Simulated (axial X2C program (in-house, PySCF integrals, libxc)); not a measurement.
# WGe: bond curves with and without spin–orbit coupling, part 2 of 2

Computed with an in-house X2C program for linear molecules on PySCF integrals; all-electron X2C, W dyall-cv3z, Ge dyall-cv3z. The steps go on from the part before.

**9. PBE0, 2c**

State followed: Ω = 3 (excess of +ω over −ω: ω = 1/2, ω = 5/2). The scan is laid around 2.400 Å, a first estimate of the minimum, and this SCF restarts from the orbitals of the search.

Output at 2.400 Å:

```text
two-component X2C + atomic mean field  PBE0
basis functions 293  fitting functions 1507  grid points 5800
iter        total energy     max residual
   1     -18240.177008108     1.28e-05
   2     -18240.177008066     4.01e-05
   3     -18240.177008119     3.74e-06
   4     -18240.177008120     2.92e-06
converged
one-electron -26101.37928715  Coulomb 7762.27292083  exact exchange -100.45350424  xc functional -308.01027363  nuclear repulsion 522.12151477  atomic mean-field constant -14.72837871
```

Along the bond, energies from the lowest point:

```csv
R (Å),E (eV),μ (D),HOMO (eV),LUMO (eV),iterations
2.088,0.8738,-2.27,-5.58,-3.49,18
2.184,0.3390,-2.31,-5.43,-3.34,16
2.256,0.1234,-2.31,-5.30,-3.26,15
2.328,0.0210,-2.29,-5.19,-3.20,15
2.400,0.0000,-2.24,-5.12,-3.16,4
2.484,0.0468,-2.16,-5.07,-3.13,16
2.568,0.1448,-2.04,-5.05,-3.11,15
2.676,0.3159,-1.86,-5.05,-3.11,16
2.808,0.5597,-1.61,-5.08,-3.12,16
3.000,0.9290,-1.21,-5.15,-3.17,16
```

Dipoles are positive if Ge is the positive end.

Outer spinors at the reference distance:

```json
{"ω": "3/2", "occupied": "yes", "ε (eV)": "-32.39", "atomic character": "100% Ge d", "λ mixture": "87% δ, 13% π"}
{"ω": "-3/2", "occupied": "yes", "ε (eV)": "-32.35", "atomic character": "100% Ge d", "λ mixture": "85% δ, 15% π"}
{"ω": "1/2", "occupied": "yes", "ε (eV)": "-32.26", "atomic character": "100% Ge d", "λ mixture": "65% π, 35% σ"}
{"ω": "-1/2", "occupied": "yes", "ε (eV)": "-32.24", "atomic character": "100% Ge d", "λ mixture": "61% π, 39% σ"}
{"ω": "-5/2", "occupied": "yes", "ε (eV)": "-31.84", "atomic character": "100% Ge d", "λ mixture": "100% δ"}
{"ω": "5/2", "occupied": "yes", "ε (eV)": "-31.82", "atomic character": "100% Ge d", "λ mixture": "100% δ"}
{"ω": "-3/2", "occupied": "yes", "ε (eV)": "-31.73", "atomic character": "100% Ge d", "λ mixture": "85% π, 15% δ"}
{"ω": "3/2", "occupied": "yes", "ε (eV)": "-31.73", "atomic character": "100% Ge d", "λ mixture": "87% π, 13% δ"}
{"ω": "-1/2", "occupied": "yes", "ε (eV)": "-31.70", "atomic character": "100% Ge d", "λ mixture": "61% σ, 39% π"}
{"ω": "1/2", "occupied": "yes", "ε (eV)": "-31.70", "atomic character": "100% Ge d", "λ mixture": "65% σ, 35% π"}
{"ω": "-1/2", "occupied": "yes", "ε (eV)": "-12.90", "atomic character": "66% Ge s, 11% W p, 11% W d", "λ mixture": "100% σ"}
{"ω": "1/2", "occupied": "yes", "ε (eV)": "-12.73", "atomic character": "62% Ge s, 13% W d, 12% W s", "λ mixture": "100% σ"}
{"ω": "1/2", "occupied": "yes", "ε (eV)": "-6.56", "atomic character": "57% W s, 27% Ge p, 6% W d", "λ mixture": "100% σ"}
{"ω": "-1/2", "occupied": "yes", "ε (eV)": "-6.36", "atomic character": "77% W d, 17% Ge p, 2% Ge d", "λ mixture": "97% π, 3% σ"}
{"ω": "-3/2", "occupied": "yes", "ε (eV)": "-6.23", "atomic character": "99% W d", "λ mixture": "98% δ, 2% π"}
{"ω": "1/2", "occupied": "yes", "ε (eV)": "-6.16", "atomic character": "68% W d, 20% Ge p, 6% Ge s", "λ mixture": "98% σ, 2% π"}
{"ω": "3/2", "occupied": "yes", "ε (eV)": "-6.10", "atomic character": "76% W d, 19% Ge p, 2% Ge d", "λ mixture": "100% π"}
{"ω": "-1/2", "occupied": "yes", "ε (eV)": "-5.75", "atomic character": "61% Ge p, 20% W s, 11% W d", "λ mixture": "98% σ, 2% π"}
{"ω": "5/2", "occupied": "yes", "ε (eV)": "-5.65", "atomic character": "99% W d", "λ mixture": "100% δ"}
{"ω": "1/2", "occupied": "yes", "ε (eV)": "-5.12", "atomic character": "59% Ge p, 28% W d, 6% W p", "λ mixture": "98% π, 2% σ"}
{"ω": "-3/2", "occupied": "no", "ε (eV)": "-3.16", "atomic character": "59% Ge p, 29% W d, 7% W p", "λ mixture": "99% π, 1% δ"}
{"ω": "-1/2", "occupied": "no", "ε (eV)": "-2.38", "atomic character": "43% W p, 38% Ge p, 15% W d", "λ mixture": "98% π, 2% σ"}
{"ω": "3/2", "occupied": "no", "ε (eV)": "-2.11", "atomic character": "40% W p, 39% Ge p, 17% W d", "λ mixture": "99% π, 1% δ"}
{"ω": "-1/2", "occupied": "no", "ε (eV)": "-2.05", "atomic character": "54% W s, 22% W d, 14% W p", "λ mixture": "99% σ, 1% π"}
```

PBE0 fields in the half plane through the axis: z from -2.4 to 4.8 Å across, distance from the axis 0.15 to 2.25 Å upwards; W lies at z = 0 and Ge at z = 2.400 Å; the ELF is damped to zero where the density is low.

log10 density (e/bohr³). Ten even steps from ' ' (-4.18 ) to '@' (1.80 ):
```
    ........::::::::::::::::::::::::........      
  ......::::::::----::::::::::::::::::::::....    
  ....::::----------------------------::::::....  
....::::------========----------==--------::::....
..::::----====++++++====================----::::..
..::::--====++******++======++++++++======--::::..
..::----==++**######**++++++++**##**++====----::..
..::----==++**%%@@%%**++++++**%%@@%%**++==----::..
```

ELF. Ten even steps from '0' (0.00 ) to '9' (0.92 ):
```
0000122222221111111110000
0001233343333322233332100
0012334444444444456665310
0122334444445655567887630
0122233444346654457899752
1222224665336631124899973
1222236535535514642699985
1232356525545328282499985
```

Re = 2.386 Å, ωe = 246.3 cm⁻¹, ωexe = 0.791 cm⁻¹, Be = 0.05614 cm⁻¹, De = 2.52 eV, μ = -2.25 D.

**10. HF, 2c**

The SCF at the reference distance of 2.400 Å:

```text
two-component X2C + atomic mean field  HF
basis functions 293  fitting functions 1507  grid points 5800
iter        total energy     max residual
   1     -18233.527247223     9.65e-01
   2     -18233.590835983     1.99e-02
   3     -18233.597341243     2.39e-02
   4     -18233.601424461     5.38e-03
   5     -18233.604092935     3.15e-03
   6     -18233.605818111     2.20e-03
   7     -18233.607125975     9.53e-04
   8     -18233.607423996     5.77e-04
   9     -18233.607522264     4.03e-04
  10     -18233.607557242     1.97e-04
  11     -18233.607570739     1.14e-04
  12     -18233.607575920     1.00e-04
  13     -18233.607579168     8.25e-05
  14     -18233.607581405     6.70e-05
  15     -18233.607582565     4.28e-05
  16     -18233.607583002     2.18e-05
  17     -18233.607583157     1.14e-05
  18     -18233.607583191     9.21e-06
  19     -18233.607583211     6.57e-06
  20     -18233.607583224     3.57e-06
  21     -18233.607583227     2.27e-06
  22     -18233.607583229     1.38e-06
converged
one-electron -26105.66743919  Coulomb 7766.90859257  exact exchange -402.24187267  xc functional 0.00000000  nuclear repulsion 522.12151477  atomic mean-field constant -14.72837871
```

No constants are quoted: too few points lie around the minimum for a second fit to confirm the first.

**11. PBE, 2c**

The SCF at the reference distance of 2.400 Å:

```text
two-component X2C + atomic mean field  PBE
basis functions 293  fitting functions 1507  grid points 5800
iter        total energy     max residual
   1     -18240.418024556     3.22e-01
   2     -18240.424849781     1.57e-02
   3     -18240.410915491     3.67e-02
   4     -18240.412156235     2.08e-02
   5     -18240.427656868     3.37e-03
   6     -18240.428042358     9.84e-04
   7     -18240.428076526     2.48e-04
   8     -18240.428092093     1.18e-04
   9     -18240.428094118     5.40e-05
  10     -18240.428094269     3.95e-05
  11     -18240.428094328     8.58e-06
  12     -18240.428094332     1.78e-06
  13     -18240.428094333     4.75e-07
converged
one-electron -26098.73625117  Coulomb 7759.51246354  exact exchange 0.00000000  xc functional -408.59744276  nuclear repulsion 522.12151477  atomic mean-field constant -14.72837871
```

Re = 2.380 Å, ωe = 264.8 cm⁻¹, ωexe = 0.781 cm⁻¹, Be = 0.05644 cm⁻¹, De = 3.11 eV, μ = -1.71 D.

**12. Correlated methods, 2c**

Correlated methods: 10 electrons correlated (frozen shells, counted by type: W 5 s, 4 p, 2 d, 1 f; Ge 3 s, 2 p, 1 d), 352 virtual spinors in MP2, 90 natural virtuals in coupled cluster.

Output of the correlated part at 2.400 Å:

```text
correlated 10  virtual 352  natural virtual 90  E(MP2) -0.186341236  MP2 remainder -0.007863689
iter   CCSD correlation   residual
   1     -0.191491275   1.44e-01
   2     -0.199510972   8.19e-02
   3     -0.204389939   5.11e-02
   4     -0.206971325   3.04e-02
   5     -0.208088430   1.38e-02
   6     -0.208342718   6.10e-03
   7     -0.208418551   2.81e-03
   8     -0.208436939   1.37e-03
   9     -0.208431585   6.91e-04
  10     -0.208439066   3.83e-04
  11     -0.208434382   2.19e-04
  12     -0.208436333   1.32e-04
  13     -0.208435203   8.22e-05
  14     -0.208436079   5.02e-05
  15     -0.208436766   2.43e-05
  16     -0.208437201   1.28e-05
  17     -0.208437395   6.32e-06
  18     -0.208437432   3.56e-06
  19     -0.208437407   2.16e-06
  20     -0.208437400   1.23e-06
(T) -0.013175068  T1 0.0945  D1 0.1740  max T2 0.081
```

MP2: No constants are quoted: the reference is strongly spin-contaminated.

CCSD: Re = 2.428 Å, ωe = 231.6 cm⁻¹, ωexe = 0.701 cm⁻¹, Be = 0.05424 cm⁻¹, De = 2.06 eV. T1 at Re = 0.066 (Lee–Taylor, the printed value over √2).

CCSD(T): Re = 2.411 Å, ωe = 243.5 cm⁻¹, ωexe = 0.732 cm⁻¹, Be = 0.055 cm⁻¹, De = 2.30 eV. T1 at Re = 0.067 (Lee–Taylor, the printed value over √2).

**13. A higher determinant, 2c**

State: Ω = 1 (excess of +ω over −ω: ω = -3/2, ω = 5/2).

Output at the reference distance:

```text
two-component X2C + atomic mean field  PBE0
basis functions 293  fitting functions 1507  grid points 5800
iter        total energy     max residual
   1     -18240.171283059     1.49e-05
   2     -18240.171283006     4.68e-05
   3     -18240.171283080     5.28e-06
   4     -18240.171283082     3.87e-06
   5     -18240.171283086     2.47e-06
   6     -18240.171283087     1.05e-06
converged
one-electron -26101.28392048  Coulomb 7762.18428884  exact exchange -100.45429574  xc functional -308.01049178  nuclear repulsion 522.12151477  atomic mean-field constant -14.72837871
```

```csv
R (Å),E above the lowest PBE0 point (eV)
2.088,1.079
2.184,0.527
2.256,0.299
2.328,0.186
2.400,0.156
2.484,0.194
2.568,0.285
2.676,0.449
2.808,0.688
```

Re = 2.397 Å, ωe = 243.1 cm⁻¹, ωexe = 0.755 cm⁻¹, Be = 0.05565 cm⁻¹, μ = -2.31 D. Te = 0.16 eV.

**14. The 2c curves together**

Energy (eV) of the followed determinant, 2c, from each level's lowest point:

```csv
R (Å),PBE0,HF,MP2 (spin-contaminated),CCSD,CCSD(T),PBE
2.088,0.874,1.849,0.922,n/a,n/a,0.898
2.184,0.339,1.095,0.385,0.458,0.428,0.348
2.256,0.123,0.709,0.160,0.199,0.176,0.123
2.328,0.021,0.435,0.042,0.056,0.044,0.017
2.400,0.000,0.247,0.000,0.000,0.000,0.000
2.484,0.047,0.107,0.019,0.011,0.027,0.060
2.568,0.145,0.032,0.087,0.079,0.111,0.179
2.676,0.316,0.000,0.222,0.218,0.272,0.383
2.808,0.560,0.021,0.429,n/a,n/a,0.669
3.000,0.929,0.101,0.745,n/a,n/a,1.093
```

The whole job took 8.1 min on 1 thread of Arm Neoverse V1, shared host; peak memory 0.85 GiB.

**15. What came out**

The summary covers parts 1 to 2.

Lowest determinant that the search found at its distance, spin-free: M_S = 2, Λ = 1 (beyond closed shells: σα, π+α, π+β, π-α, δ+α, δ-α).

Lowest determinant that the search found at its distance, 2c: Ω = 3 (excess of +ω over −ω: ω = 1/2, ω = 5/2).

| Hamiltonian | level | Re (Å) | ωe (cm⁻¹) | De (eV) | μ (D) |
| --- | --- | --- | --- | --- | --- |
| spin-free | PBE0 | 2.391 | 246.4 | 2.46 | -2.30 |
| spin-free | CCSD | 2.431 | 231.5 | 2.02 | n/a |
| spin-free | CCSD(T) | 2.414 | 243.1 | 2.26 | n/a |
| spin-free | PBE | 2.386 | 264.9 | 3.04 | -1.74 |
| 2c | PBE0 | 2.386 | 246.3 | 2.52 | -2.25 |
| 2c | CCSD | 2.428 | 231.6 | 2.06 | n/a |
| 2c | CCSD(T) | 2.411 | 243.5 | 2.30 | n/a |
| 2c | PBE | 2.380 | 264.8 | 3.11 | -1.71 |

Dipoles are positive if Ge is the positive end. No constants: spin-free HF (too few points lie around the minimum for a second fit to confirm the first); spin-free MP2 (the reference is strongly spin-contaminated); 2c HF (too few points lie around the minimum for a second fit to confirm the first); 2c MP2 (the reference is strongly spin-contaminated).

Time per point (s) on 1 thread of Arm Neoverse V1, shared host (2c runs; CCSD comes with the CCSD(T) run); the times are rough: PBE0 3.3, CCSD(T) 11, PBE 1.1.

**Reading.** At CCSD(T), going from spin-free to two-component changes Re by -4 mÅ, ωe by +0.2 %, which is small (part of it comes from the scalar share of the two-electron terms). It costs about 1.6 times the time. De moves by +0.04 eV; both De rest on single-determinant atoms, which can miss part of an open shell's spin–orbit lowering.

De refers to W + Ge, each in the lowest determinant found, which need not be this curve's own limit. The state is a single determinant with fixed occupations, the lowest that a limited PBE0 search found. De is counted from the lowest determinant-based energies of the atoms at the same level, without counterpoise correction. Density functionals use the spin component along the axis (collinear). Coupled cluster ran in a truncated set of natural virtual spinors; the MP2 energy of the rest was added. With several unpaired electrons one determinant need not be a pure state. At some level an empty orbital lies below a filled one. The spin-free determinant is spin-contaminated at some levels. With the outer-core shells frozen, correlated bond lengths of heavy atoms tend to come out a few hundredths of an ångström too long. T1 at Re is 0.067 (Lee–Taylor), above the customary mark of 0.02.
